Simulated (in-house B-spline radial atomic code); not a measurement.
# Excitations of Ca⁸⁺ as exact exchange is dialled in

Aim: follow the lowest excitations, the threshold and the polarisability of Ca⁸⁺ as the share of exact exchange in a PBE hybrid goes from none to all.

Method: linear response of a closed shell, each method with its own adiabatic kernel; spin-free one-electron X2C, finite nucleus; B-spline basis; no spin-orbit coupling, no double excitations; only terms of natural parity, (−1)^L, with L up to 3 are computed. Code: in-house B-spline radial atomic code version 1.

## Step 1: The system

| Item | Value |
| --- | --- |
| element | calcium (Z = 20) |
| charge | +8 |
| configuration | [Ne] 3s2 |
| runs | 0 % exact exchange; 10 % exact exchange; 20 % exact exchange; 30 % exact exchange; 40 % exact exchange; 50 % exact exchange; 60 % exact exchange; 70 % exact exchange; 80 % exact exchange; 90 % exact exchange; 100 % exact exchange |

Outer shells as boxes (Hund's rule):

Ca⁸⁺
```
[Ne] core
3s [↑↓]
```

Rows of excitations, here in order of energy, give L, multiplicity, 0 for full response or 1 for Tamm-Dancoff, hole, particle, weight of that channel, energy (hartree) and multipole strength; threshold is minus the highest occupied level of the method. polarisability lists the dipole (1), quadrupole (2) and octupole (3) values; f_sum adds the dipole strengths of the shells that respond, at most the outer three principal shells; real and imaginary give α at real and imaginary frequencies.

## Step 2: 0 % exact exchange

Settings, as recorded:

```ini
Z = 20
electrons = 12.0
configuration = [Ne] 3s2
hamiltonian = x2c
method = pbeh
box_radius = 11.59
exact_exchange_fraction = 0.0
rms_radius = 3.4776
intervals = 70
```

On the command line:

```sh
> python run_td.py task.json out
```

task.json lists these runs, among others, and the program works through them in turn.

Results of the run (chosen fields of its result record, rounded):

```text
{
  "status": "converged",
  "c6 [hartree bohr^6]": 1.001583,
  "f_sum": 11.9354,
  "imaginary [hartree, bohr^3]": {
    "u": [0.0, 0.81, 1.89, 3.24, 5.4, 8.1, 12.2, 18.9, 27.0, 40.5, 67.5, 135.0],
    "alpha": [1.12252, 0.686742, 0.273769, 0.130518, 0.0665912, 0.0408563, 0.0254298, 0.0148491, 0.00906562, 0.00483698, 0.0020197, 0.000567213]
  },
  "real [hartree, bohr^3]": {"omega": [0.0979, 0.245, 0.392, 0.539, 0.686, 0.783, 0.881], "alpha": [1.13334, 1.19407, 1.32696, 1.58806, 2.15433, 3.02, 5.6656]},
  "excitations": [
    [1, 3, 0, "3s", "3p", 1.0, 0.636823, 0.0],
    [1, 3, 1, "3s", "3p", 1.0, 0.651357, 0.0],
    [1, 1, 0, "3s", "3p", 0.998, 0.979299, 1.0262],
    [1, 1, 1, "3s", "3p", 0.999, 1.01101, 1.341],
    [2, 3, 0, "3s", "3d", 1.0, 1.76361, 0.0],
    [2, 3, 1, "3s", "3d", 1.0, 1.7701, 0.0],
    [2, 1, 0, "3s", "3d", 1.0, 1.91717, 1.946],
    [2, 1, 1, "3s", "3d", 1.0, 1.91763, 1.9548],
    [0, 3, 0, "3s", "4s", 1.0, 3.43606, 0.0],
    [0, 3, 1, "3s", "4s", 1.0, 3.43632, 0.0],
    [0, 1, 0, "3s", "4s", 1.0, 3.50586, 0.0],
    [0, 1, 1, "3s", "4s", 1.0, 3.50736, 0.0],
    [1, 3, 0, "3s", "4p", 1.0, 3.72404, 0.0],
    [1, 3, 1, "3s", "4p", 1.0, 3.72441, 0.0],
    "... 74 more rows left out ..."
  ],
  "polarisability [au]": {"1": 1.122525, "2": 0.6449012, "3": 0.5948008},
  "threshold [hartree]": 6.566519,
  "highest [hartree]": ["3s", -6.566519],
  "lowest_empty [hartree]": -5.781626,
  "responding_from_n": 1,
  "orbital_gaps [hartree]": {"3s-4s": 3.468458, "3s-3p": 0.7848935, "3s-3d": 1.910359, "3s-4f": 4.325333}
}
```

Run time: 0.5 s. Hardware: 1 thread of Arm Neoverse N1, shared host; peak memory 0.13 GiB.

Lowest ¹P state: 3s→3p ¹P at 26.648 eV, oscillator strength 1.03. α = 1.123 bohr³.

The states in eV; those that feel the box are left out:

| state | weight | full (eV) | Tamm-Dancoff (eV) | f |
| --- | --- | --- | --- | --- |
| 3s→3p ³P | 1.00 | 17.329 | 17.724 | - |
| 3s→3p ¹P | 1.00 | 26.648 | 27.511 | 1.03 |
| 3s→3d ³D | 1.00 | 47.990 | 48.167 | - |
| 3s→3d ¹D | 1.00 | 52.169 | 52.181 | - |
| 3s→4s ³S | 1.00 | 93.500 | 93.507 | - |
| 3s→4s ¹S | 1.00 | 95.399 | 95.440 | - |
| 3s→4p ³P | 1.00 | 101.34 | 101.35 | - |
| 3s→4p ¹P | 1.00 | 102.01 | 102.04 | 0.270 |
| 3s→4d ³D | 1.00 | 112.17 | 112.17 | - |
| 3s→4d ¹D | 1.00 | 112.44 | 112.44 | - |
| 3s→4f ³F | 1.00 | 115.69 | 115.73 | - |
| 3s→4f ¹F | 1.00 | 116.47 | 116.49 | - |
| 3s→5s ³S | 1.00 | 130.13 | 130.13 | - |
| 3s→5s ¹S | 1.00 | 130.68 | 130.70 | - |

## Step 3: 10 % exact exchange

Changes to the settings of step 2:

```diff
@@ -6,3 +6,3 @@
 box_radius = 11.59
-exact_exchange_fraction = 0.0
+exact_exchange_fraction = 0.1
 rms_radius = 3.4776
```

From the record:

```text
{
  "status": "converged",
  "c6 [hartree bohr^6]": 1.013372,
  "f_sum": 11.9354,
  "excitations": [
    [1, 3, 0, "3s", "3p", 1.0, 0.632206, 0.0],
    [1, 3, 1, "3s", "3p", 1.0, 0.647925, 0.0],
    [1, 1, 0, "3s", "3p", 0.998, 0.976962, 1.0295],
    [1, 1, 1, "3s", "3p", 0.999, 1.00758, 1.338],
    [2, 3, 0, "3s", "3d", 1.0, 1.77095, 0.0],
    [2, 3, 1, "3s", "3d", 1.0, 1.77683, 0.0],
    [2, 1, 0, "3s", "3d", 1.0, 1.92385, 1.9497],
    [2, 1, 1, "3s", "3d", 1.0, 1.92432, 1.9653],
    "... 80 more rows left out ..."
  ],
  "polarisability [au]": {"1": 1.130944, "2": 0.6419765, "3": 0.5936312},
  "threshold [hartree]": 6.599344,
  "highest [hartree]": ["3s", -6.599344],
  "lowest_empty [hartree]": -5.743524,
  "orbital_gaps [hartree]": {"3s-4s": 3.520905, "3s-3p": 0.8558199, "3s-3d": 1.991317, "3s-4f": 4.379608}
}
```

It took 0.6 s on 1 thread of Arm Neoverse N1, shared host; peak memory 0.13 GiB.

The first dipole-allowed state is 3s→3p ¹P, 26.585 eV (f = 1.03). α = 1.131 bohr³.

## Step 4: 20 % exact exchange

Changes to the settings of step 3:

```diff
@@ -6,3 +6,3 @@
 box_radius = 11.59
-exact_exchange_fraction = 0.1
+exact_exchange_fraction = 0.2
 rms_radius = 3.4776
```

From the record:

```text
{
  "status": "converged",
  "c6 [hartree bohr^6]": 1.025381,
  "f_sum": 11.9354,
  "excitations": [
    [1, 3, 0, "3s", "3p", 1.0, 0.627532, 0.0],
    [1, 3, 1, "3s", "3p", 1.0, 0.644504, 0.0],
    [1, 1, 0, "3s", "3p", 0.998, 0.974601, 1.0329],
    [1, 1, 1, "3s", "3p", 0.999, 1.00416, 1.335],
    [2, 3, 0, "3s", "3d", 1.0, 1.77827, 0.0],
    [2, 3, 1, "3s", "3d", 1.0, 1.78357, 0.0],
    [2, 1, 0, "3s", "3d", 1.0, 1.9305, 1.9535],
    [2, 1, 1, "3s", "3d", 1.0, 1.93102, 1.9758],
    [0, 3, 0, "3s", "4s", 1.0, 3.43747, 0.0],
    [0, 3, 1, "3s", "4s", 1.0, 3.43775, 0.0],
    [0, 1, 0, "3s", "4s", 1.0, 3.50768, 0.0],
    [0, 1, 1, "3s", "4s", 1.0, 3.50902, 0.0],
    [1, 3, 0, "3s", "4p", 1.0, 3.73229, 0.0],
    [1, 3, 1, "3s", "4p", 1.0, 3.73263, 0.0],
    [1, 1, 0, "3s", "4p", 1.0, 3.757, 0.26868],
    [1, 1, 1, "3s", "4p", 1.0, 3.75801, 0.2433],
    "... 72 more rows left out ..."
  ],
  "polarisability [au]": {"1": 1.139485, "2": 0.6390972, "3": 0.5924859},
  "threshold [hartree]": 6.632117,
  "highest [hartree]": ["3s", -6.632117],
  "lowest_empty [hartree]": -5.705604,
  "orbital_gaps [hartree]": {"3s-4s": 3.573122, "3s-3p": 0.9265127, "3s-3d": 2.071992, "3s-4f": 4.433492}
}
```

Wall time 0.6 s (1 thread of Arm Neoverse N1, shared host); peak memory 0.13 GiB.

Lowest ¹P state: 3s→3p ¹P at 26.520 eV, oscillator strength 1.03. α = 1.139 bohr³.

## Step 5: 30 % exact exchange

Changes to the settings of step 4:

```diff
@@ -6,3 +6,3 @@
 box_radius = 11.59
-exact_exchange_fraction = 0.2
+exact_exchange_fraction = 0.3
 rms_radius = 3.4776
```

From the record:

```text
{
  "status": "converged",
  "c6 [hartree bohr^6]": 1.037615,
  "f_sum": 11.9354,
  "excitations": [
    [1, 3, 0, "3s", "3p", 1.0, 0.622799, 0.0],
    [1, 3, 1, "3s", "3p", 1.0, 0.641093, 0.0],
    [1, 1, 0, "3s", "3p", 0.998, 0.972216, 1.0362],
    [1, 1, 1, "3s", "3p", 0.999, 1.00075, 1.3319],
    [2, 3, 0, "3s", "3d", 1.0, 1.78556, 0.0],
    [2, 3, 1, "3s", "3d", 1.0, 1.79033, 0.0],
    [2, 1, 0, "3s", "3d", 1.0, 1.93714, 1.9574],
    [2, 1, 1, "3s", "3d", 1.0, 1.93774, 1.9864],
    [0, 3, 0, "3s", "4s", 1.0, 3.43812, 0.0],
    [0, 3, 1, "3s", "4s", 1.0, 3.43842, 0.0],
    [0, 1, 0, "3s", "4s", 1.0, 3.50854, 0.0],
    [0, 1, 1, "3s", "4s", 1.0, 3.50981, 0.0],
    "... 76 more rows left out ..."
  ],
  "polarisability [au]": {"1": 1.148151, "2": 0.6362623, "3": 0.5913644},
  "threshold [hartree]": 6.664838,
  "highest [hartree]": ["3s", -6.664838],
  "lowest_empty [hartree]": -5.667864,
  "orbital_gaps [hartree]": {"3s-4s": 3.625108, "3s-3p": 0.9969745, "3s-3d": 2.152381, "3s-4f": 4.486985}
}
```

It took 0.6 s on 1 thread of Arm Neoverse N1, shared host; peak memory 0.13 GiB.

The first dipole-allowed state is 3s→3p ¹P, 26.455 eV (f = 1.04). α = 1.148 bohr³.

## Step 6: 40 % exact exchange

Changes to the settings of step 5:

```diff
@@ -6,3 +6,3 @@
 box_radius = 11.59
-exact_exchange_fraction = 0.3
+exact_exchange_fraction = 0.4
 rms_radius = 3.4776
```

From the record:

```text
{
  "status": "converged",
  "c6 [hartree bohr^6]": 1.050079,
  "f_sum": 11.9354,
  "excitations": [
    [1, 3, 0, "3s", "3p", 1.0, 0.618006, 0.0],
    [1, 3, 1, "3s", "3p", 1.0, 0.637691, 0.0],
    [1, 1, 0, "3s", "3p", 0.998, 0.969806, 1.0395],
    [1, 1, 1, "3s", "3p", 0.999, 0.997344, 1.3289],
    [2, 3, 0, "3s", "3d", 1.0, 1.79283, 0.0],
    [2, 3, 1, "3s", "3d", 1.0, 1.79711, 0.0],
    [2, 1, 0, "3s", "3d", 1.0, 1.94376, 1.9612],
    [2, 1, 1, "3s", "3d", 1.0, 1.94448, 1.9971],
    "... 80 more rows left out ..."
  ],
  "polarisability [au]": {"1": 1.156944, "2": 0.633471, "3": 0.5902664},
  "threshold [hartree]": 6.697509,
  "highest [hartree]": ["3s", -6.697509],
  "lowest_empty [hartree]": -5.630301,
  "orbital_gaps [hartree]": {"3s-4s": 3.676865, "3s-3p": 1.067207, "3s-3d": 2.232485, "3s-4f": 4.540084}
}
```

Wall time 0.6 s (1 thread of Arm Neoverse N1, shared host); peak memory 0.13 GiB.

Lowest ¹P state: 3s→3p ¹P at 26.390 eV, oscillator strength 1.04. α = 1.157 bohr³.

## Step 7: 50 % exact exchange

Changes to the settings of step 6:

```diff
@@ -6,3 +6,3 @@
 box_radius = 11.59
-exact_exchange_fraction = 0.4
+exact_exchange_fraction = 0.5
 rms_radius = 3.4776
```

From the record:

```text
{
  "status": "converged",
  "c6 [hartree bohr^6]": 1.06278,
  "f_sum": 11.9354,
  "excitations": [
    [1, 3, 0, "3s", "3p", 1.0, 0.613151, 0.0],
    [1, 3, 1, "3s", "3p", 1.0, 0.634299, 0.0],
    [1, 1, 0, "3s", "3p", 0.998, 0.967371, 1.0429],
    [1, 1, 1, "3s", "3p", 0.999, 0.993949, 1.3259],
    [2, 3, 0, "3s", "3d", 1.0, 1.80007, 0.0],
    [2, 3, 1, "3s", "3d", 1.0, 1.8039, 0.0],
    [2, 1, 0, "3s", "3d", 1.0, 1.95036, 1.9652],
    [2, 1, 1, "3s", "3d", 1.0, 1.95123, 2.0079],
    "... 80 more rows left out ..."
  ],
  "polarisability [au]": {"1": 1.165867, "2": 0.6307226, "3": 0.5891914},
  "threshold [hartree]": 6.730128,
  "highest [hartree]": ["3s", -6.730128],
  "lowest_empty [hartree]": -5.592914,
  "orbital_gaps [hartree]": {"3s-4s": 3.728391, "3s-3p": 1.137214, "3s-3d": 2.3123, "3s-4f": 4.592788}
}
```

Wall time 0.6 s (1 thread of Arm Neoverse N1, shared host); peak memory 0.13 GiB.

The first dipole-allowed state is 3s→3p ¹P, 26.323 eV (f = 1.04). α = 1.166 bohr³.

## Step 8: 60 % exact exchange

Changes to the settings of step 7:

```diff
@@ -6,3 +6,3 @@
 box_radius = 11.59
-exact_exchange_fraction = 0.5
+exact_exchange_fraction = 0.6
 rms_radius = 3.4776
```

From the record:

```text
{
  "status": "converged",
  "c6 [hartree bohr^6]": 1.075724,
  "f_sum": 11.9354,
  "excitations": [
    [1, 3, 0, "3s", "3p", 1.0, 0.608234, 0.0],
    [1, 3, 1, "3s", "3p", 1.0, 0.630915, 0.0],
    [1, 1, 0, "3s", "3p", 0.998, 0.96491, 1.0462],
    [1, 1, 1, "3s", "3p", 0.999, 0.990562, 1.3229],
    [2, 3, 0, "3s", "3d", 1.0, 1.80728, 0.0],
    [2, 3, 1, "3s", "3d", 1.0, 1.81071, 0.0],
    [2, 1, 0, "3s", "3d", 1.0, 1.95693, 1.9691],
    [2, 1, 1, "3s", "3d", 1.0, 1.95799, 2.0187],
    "... 80 more rows left out ..."
  ],
  "polarisability [au]": {"1": 1.174922, "2": 0.6280162, "3": 0.5881391},
  "threshold [hartree]": 6.762697,
  "highest [hartree]": ["3s", -6.762697],
  "lowest_empty [hartree]": -5.555702,
  "orbital_gaps [hartree]": {"3s-4s": 3.779689, "3s-3p": 1.206996, "3s-3d": 2.391826, "3s-4f": 4.645094}
}
```

Run time: 0.6 s. Hardware: 1 thread of Arm Neoverse N1, shared host; peak memory 0.13 GiB.

The first dipole-allowed state is 3s→3p ¹P, 26.257 eV (f = 1.05). α = 1.175 bohr³.

## Step 9: 70 % exact exchange

Changes to the settings of step 8:

```diff
@@ -6,3 +6,3 @@
 box_radius = 11.59
-exact_exchange_fraction = 0.6
+exact_exchange_fraction = 0.7
 rms_radius = 3.4776
```

From the record:

```text
{
  "status": "converged",
  "c6 [hartree bohr^6]": 1.088916,
  "f_sum": 11.9354,
  "excitations": [
    [1, 3, 0, "3s", "3p", 1.0, 0.603252, 0.0],
    [1, 3, 1, "3s", "3p", 1.0, 0.627541, 0.0],
    [1, 1, 0, "3s", "3p", 0.998, 0.962425, 1.0495],
    [1, 1, 1, "3s", "3p", 0.999, 0.987182, 1.3199],
    [2, 3, 0, "3s", "3d", 1.0, 1.81447, 0.0],
    [2, 3, 1, "3s", "3d", 1.0, 1.81753, 0.0],
    [2, 1, 0, "3s", "3d", 1.0, 1.96349, 1.9731],
    [2, 1, 1, "3s", "3d", 1.0, 1.96476, 2.0297],
    [0, 3, 0, "3s", "4s", 1.0, 3.44036, 0.0],
    [0, 3, 1, "3s", "4s", 1.0, 3.44079, 0.0],
    [0, 1, 0, "3s", "4s", 1.0, 3.5116, 0.0],
    [0, 1, 1, "3s", "4s", 1.0, 3.51263, 0.0],
    "... 76 more rows left out ..."
  ],
  "polarisability [au]": {"1": 1.184114, "2": 0.6253511, "3": 0.5871091},
  "threshold [hartree]": 6.795217,
  "highest [hartree]": ["3s", -6.795217],
  "lowest_empty [hartree]": -5.518661,
  "orbital_gaps [hartree]": {"3s-4s": 3.830757, "3s-3p": 1.276556, "3s-3d": 2.471062, "3s-4f": 4.697003}
}
```

Wall time 0.6 s (1 thread of Arm Neoverse N1, shared host); peak memory 0.13 GiB.

Lowest ¹P state: 3s→3p ¹P at 26.189 eV, oscillator strength 1.05. α = 1.184 bohr³.

## Step 10: 80 % exact exchange

Changes to the settings of step 9:

```diff
@@ -6,3 +6,3 @@
 box_radius = 11.59
-exact_exchange_fraction = 0.7
+exact_exchange_fraction = 0.8
 rms_radius = 3.4776
```

From the record:

```text
{
  "status": "converged",
  "c6 [hartree bohr^6]": 1.102363,
  "f_sum": 11.9354,
  "excitations": [
    [1, 3, 0, "3s", "3p", 1.0, 0.598204, 0.0],
    [1, 3, 1, "3s", "3p", 1.0, 0.624175, 0.0],
    [1, 1, 0, "3s", "3p", 0.998, 0.959914, 1.0528],
    [1, 1, 1, "3s", "3p", 0.999, 0.98381, 1.3169],
    [2, 3, 0, "3s", "3d", 1.0, 1.82163, 0.0],
    [2, 3, 1, "3s", "3d", 1.0, 1.82436, 0.0],
    [2, 1, 0, "3s", "3d", 1.0, 1.97003, 1.9771],
    [2, 1, 1, "3s", "3d", 1.0, 1.97155, 2.0407],
    "... 82 more rows left out ..."
  ],
  "polarisability [au]": {"1": 1.193444, "2": 0.6227265, "3": 0.5861011},
  "threshold [hartree]": 6.827687,
  "highest [hartree]": ["3s", -6.827687],
  "lowest_empty [hartree]": -5.481791,
  "orbital_gaps [hartree]": {"3s-4s": 3.881596, "3s-3p": 1.345896, "3s-3d": 2.550005, "3s-4f": 4.748512}
}
```

Wall time 0.7 s (1 thread of Arm Neoverse N1, shared host); peak memory 0.13 GiB.

Lowest ¹P state: 3s→3p ¹P at 26.121 eV, oscillator strength 1.05. α = 1.193 bohr³.

## Step 11: 90 % exact exchange

Changes to the settings of step 10:

```diff
@@ -6,3 +6,3 @@
 box_radius = 11.59
-exact_exchange_fraction = 0.8
+exact_exchange_fraction = 0.9
 rms_radius = 3.4776
```

From the record:

```text
{
  "status": "converged",
  "c6 [hartree bohr^6]": 1.116073,
  "f_sum": 11.9354,
  "excitations": [
    [1, 3, 0, "3s", "3p", 1.0, 0.593088, 0.0],
    [1, 3, 1, "3s", "3p", 1.0, 0.620817, 0.0],
    [1, 1, 0, "3s", "3p", 0.998, 0.957377, 1.0561],
    [1, 1, 1, "3s", "3p", 0.999, 0.980445, 1.3139],
    [2, 3, 0, "3s", "3d", 1.0, 1.82877, 0.0],
    [2, 3, 1, "3s", "3d", 1.0, 1.83121, 0.0],
    [2, 1, 0, "3s", "3d", 1.0, 1.97655, 1.9812],
    [2, 1, 1, "3s", "3d", 1.0, 1.97836, 2.0518],
    [0, 3, 0, "3s", "4s", 1.0, 3.44128, 0.0],
    [0, 3, 1, "3s", "4s", 1.0, 3.4418, 0.0],
    [0, 1, 0, "3s", "4s", 1.0, 3.51291, 0.0],
    [0, 1, 1, "3s", "4s", 1.0, 3.51386, 0.0],
    "... 80 more rows left out ..."
  ],
  "polarisability [au]": {"1": 1.202917, "2": 0.6201416, "3": 0.5851146},
  "threshold [hartree]": 6.860108,
  "highest [hartree]": ["3s", -6.860108],
  "lowest_empty [hartree]": -5.44509,
  "orbital_gaps [hartree]": {"3s-4s": 3.932207, "3s-3p": 1.415018, "3s-3d": 2.628653, "3s-4f": 4.79962}
}
```

Run time: 0.7 s. Hardware: 1 thread of Arm Neoverse N1, shared host; peak memory 0.13 GiB.

Lowest ¹P state: 3s→3p ¹P at 26.052 eV, oscillator strength 1.06. α = 1.203 bohr³.

## Step 12: 100 % exact exchange

Changes to the settings of step 11:

```diff
@@ -6,3 +6,3 @@
 box_radius = 11.59
-exact_exchange_fraction = 0.9
+exact_exchange_fraction = 1.0
 rms_radius = 3.4776
```

From the record:

```text
{
  "status": "converged",
  "c6 [hartree bohr^6]": 1.130051,
  "f_sum": 11.9354,
  "excitations": [
    [1, 3, 0, "3s", "3p", 1.0, 0.587903, 0.0],
    [1, 3, 1, "3s", "3p", 1.0, 0.617467, 0.0],
    [1, 1, 0, "3s", "3p", 0.998, 0.954814, 1.0594],
    [1, 1, 1, "3s", "3p", 0.999, 0.977087, 1.3109],
    [2, 3, 0, "3s", "3d", 1.0, 1.83588, 0.0],
    [2, 3, 1, "3s", "3d", 1.0, 1.83808, 0.0],
    [2, 1, 0, "3s", "3d", 1.0, 1.98305, 1.9853],
    [2, 1, 1, "3s", "3d", 1.0, 1.98517, 2.063],
    "... 84 more rows left out ..."
  ],
  "polarisability [au]": {"1": 1.212534, "2": 0.6175958, "3": 0.5841493},
  "threshold [hartree]": 6.89248,
  "highest [hartree]": ["3s", -6.89248],
  "lowest_empty [hartree]": -5.408555,
  "orbital_gaps [hartree]": {"3s-4s": 3.982589, "3s-3p": 1.483925, "3s-3d": 2.707005, "3s-4f": 4.850327}
}
```

It took 0.6 s on 1 thread of Arm Neoverse N1, shared host; peak memory 0.13 GiB.

Lowest ¹P state: 3s→3p ¹P at 25.982 eV, oscillator strength 1.06. α = 1.213 bohr³.

## Step 13: Results

| run | threshold (eV) | 3s→3p ¹P (eV) | 3s→3p ³P, Tamm-Dancoff (eV) | α (bohr³) | C6 (hartree bohr⁶) | time |
| --- | --- | --- | --- | --- | --- | --- |
| 0 % exact exchange | 178.68 | 26.648 | 17.724 | 1.123 | 1.002 | 0.5 s |
| 10 % exact exchange | 179.58 | 26.585 | 17.631 | 1.131 | 1.013 | 0.6 s |
| 20 % exact exchange | 180.47 | 26.520 | 17.538 | 1.139 | 1.025 | 0.6 s |
| 30 % exact exchange | 181.36 | 26.455 | 17.445 | 1.148 | 1.038 | 0.6 s |
| 40 % exact exchange | 182.25 | 26.390 | 17.352 | 1.157 | 1.050 | 0.6 s |
| 50 % exact exchange | 183.14 | 26.323 | 17.260 | 1.166 | 1.063 | 0.6 s |
| 60 % exact exchange | 184.02 | 26.257 | 17.168 | 1.175 | 1.076 | 0.6 s |
| 70 % exact exchange | 184.91 | 26.189 | 17.076 | 1.184 | 1.089 | 0.6 s |
| 80 % exact exchange | 185.79 | 26.121 | 16.985 | 1.193 | 1.102 | 0.7 s |
| 90 % exact exchange | 186.67 | 26.052 | 16.893 | 1.203 | 1.116 | 0.7 s |
| 100 % exact exchange | 187.55 | 25.982 | 16.802 | 1.213 | 1.130 | 0.6 s |

In words: From 0 % exact exchange to 100 % exact exchange the threshold goes from 178.68 to 187.55 eV and α from 1.12 to 1.21 bohr³. 3s→3p ¹P moves from 26.65 eV (0 % exact exchange) to 25.98 eV (100 % exact exchange). 3s→3p ³P moves from 17.72 eV (0 % exact exchange) to 16.80 eV (100 % exact exchange). Exact exchange removes self-interaction, which deepens the highest level.
